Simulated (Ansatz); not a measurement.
# BHLYP/STO-3G run of SiH2O2 (SMILES O[Si]O)

What is the electronic atomisation energy of SiH2O2 at BHLYP/STO-3G? 

Program for the calculation: Ansatz 0.2.0.

47 further runs of the same task are left out: 1 that didn't finish, 46 set aside as unsound or not needed.

## 1. The molecule

SiH2O2: 5 atoms, total charge 0, spin state singlet. As SMILES, `O[Si]O`. The coordinates come from a PBE0-D4/def2-TZVP relaxation. This is one conformer, not always the lowest.

Bond lengths: O1–Si2 1.642 Å, Si2–O3 1.663 Å, O1–H4 0.964 Å, O3–H5 0.960 Å. Angles: O1–Si2–O3 99.4°, Si2–O1–H4 117.5°, Si2–O3–H5 116.1°.

## 2. A single-point energy at BHLYP/STO-3G

The input, in.yaml:

```yaml
crystal:
  periodic: [false, false, false]
  atoms:
    - {symbol: O, position_ang: [-1.443200, -0.105600, -0.275000]}
    - {symbol: Si, position_ang: [-0.212000, -0.791300, 0.567700]}
    - {symbol: O, position_ang: [1.036000, 0.187500, 0.068600]}
    - {symbol: H, position_ang: [-1.231900, 0.648900, -0.836100]}
    - {symbol: H, position_ang: [1.901100, -0.013100, 0.433400]}
basis:
  gaussian:
    orbitals: STO-3G
magnetization:
  spin_polarized: false
hamiltonian:
  xc: {name: BHLYP}
accuracy: high
```

The run is started by

```
$ ansatz run in.yaml --threads 1 --pin off --max-ram 2610MiB --events-out events.jsonl --progress --plain --runs-dir runs
```

Standard output:

```text
Warning: RAYON_NUM_THREADS=1 ignored (pool sized by the plan → 1); use --threads N
Functional definition: BHLYP
  name "BHLYP"
  parameter a = 0.5
  exchange = (1 - a)*b88_x + a*exact_x
  correlation = lyp_c
386 factors; integrals over basis functions are off by at most 3.1e-8 eV
mean field evaluation 1: about -11851.3590 eV, gradient 2.6e1 eV
mean field evaluation 2: about -11851.9401 eV, gradient 2.4e1 eV
mean field evaluation 4: about -11853.6511 eV, gradient 3.7e-1 eV
mean field evaluation 8: about -11853.6828 eV, gradient 2.7e-3 eV
mean field evaluation 16: about -11853.6828 eV, gradient 1.5e-8 eV
mean field -11853.68282653 eV, -435.6148091600 hartree, gradient 1.3e-8 eV, S^2 0.000000; 0 other end points of the search recorded, 0 dependent functions left out
reference -11853.68284486 eV, -435.6148098337 hartree; 16, 16 occupied and 5, 5 virtual orbitals, 386 factors
Total energy: -11853.68284486 eV, -435.6148098337 hartree
```

Run time: 1 s. Hardware: 1 thread of Arm Neoverse V2, shared host; peak memory 0.096 GiB.

## 3. The H atom at the same level

The input, job.yaml:

```yaml
crystal:
  periodic: [false, false, false]
  atoms:
    - {symbol: H, position_ang: [0.000000, 0.000000, 0.000000]}
basis:
  gaussian: {orbitals: STO-3G}
accuracy: high
magnetization: {spin_polarized: true, initial_magnetization: 1}
hamiltonian: {xc: {name: BHLYP}}
```

Run the same way, it converges to -0.46466 Eh (log not shown).

## 4. The O atom at the same level

The input, run.yaml:

```yaml
crystal:
  periodic: [false, false, false]
  atoms:
    - {symbol: O, position_ang: [0.000000, 0.000000, 0.000000]}
basis:
  gaussian: {orbitals: STO-3G}
magnetization: {spin_polarized: true, initial_magnetization: 2}
hamiltonian: {xc: {name: BHLYP}}
accuracy: high
```

Run the same way, it converges to -74.03523 Eh (log not shown).

## 5. The Si atom at the same level

The input, input.yaml:

```yaml
crystal:
  periodic: [false, false, false]
  atoms:
    - {symbol: Si, position_ang: [0.000000, 0.000000, 0.000000]}
basis:
  gaussian:
    orbitals: STO-3G
magnetization:
  spin_polarized: true
  initial_magnetization: 2
hamiltonian:
  xc: {name: BHLYP}
accuracy: high
```

The run is started by

```
$ ansatz run input.yaml --threads 1 --pin off --max-ram 2610MiB --events-out events.jsonl --progress --plain --runs-dir runs
```

Standard output:

```text
Warning: RAYON_NUM_THREADS=1 ignored (pool sized by the plan → 1); use --threads N
Functional definition: BHLYP
  name "BHLYP"
  parameter a = 0.5
  exchange = (1 - a)*b88_x + a*exact_x
  correlation = lyp_c
42 factors; integrals over basis functions are off by at most 2.5e-9 eV
mean field evaluation 1: about -7781.2461 eV, gradient 4.4e-1 eV
mean field evaluation 2: about -7781.2466 eV, gradient 1.7e-2 eV
mean field evaluation 4: about -7781.2467 eV, gradient 1.3e-3 eV
mean field evaluation 8: about -7781.2467 eV, gradient 1.0e-8 eV
mean field -7781.24668017 eV, -285.9555411778 hartree, gradient 1.0e-8 eV, S^2 2.000000; 0 other end points of the search recorded, 0 dependent functions left out
reference -7781.24669406 eV, -285.9555416883 hartree; 8, 6 occupied and 1, 3 virtual orbitals, 42 factors
Total energy: -7781.24669406 eV, -285.9555416883 hartree
```

It took 0.28 s on 1 thread of Arm Neoverse V2, shared host.

## 6. Outcome

Level: BHLYP/STO-3G.

```
                     quantity          value
       molecule: total energy  -435.61481 Eh
         H atom: total energy    -0.46466 Eh
                 H atom: ⟨S²⟩          0.750
         O atom: total energy   -74.03523 Eh
                 O atom: ⟨S²⟩          2.000
        Si atom: total energy  -285.95554 Eh
                Si atom: ⟨S²⟩          2.000
electronic atomisation energy      17.945 eV
```

In words: Taking the molecule apart into free atoms costs 17.95 eV (414 kcal/mol), before zero-point energy and without spin-orbit coupling. In a minimal basis such a difference can be off by several eV, whatever the method.
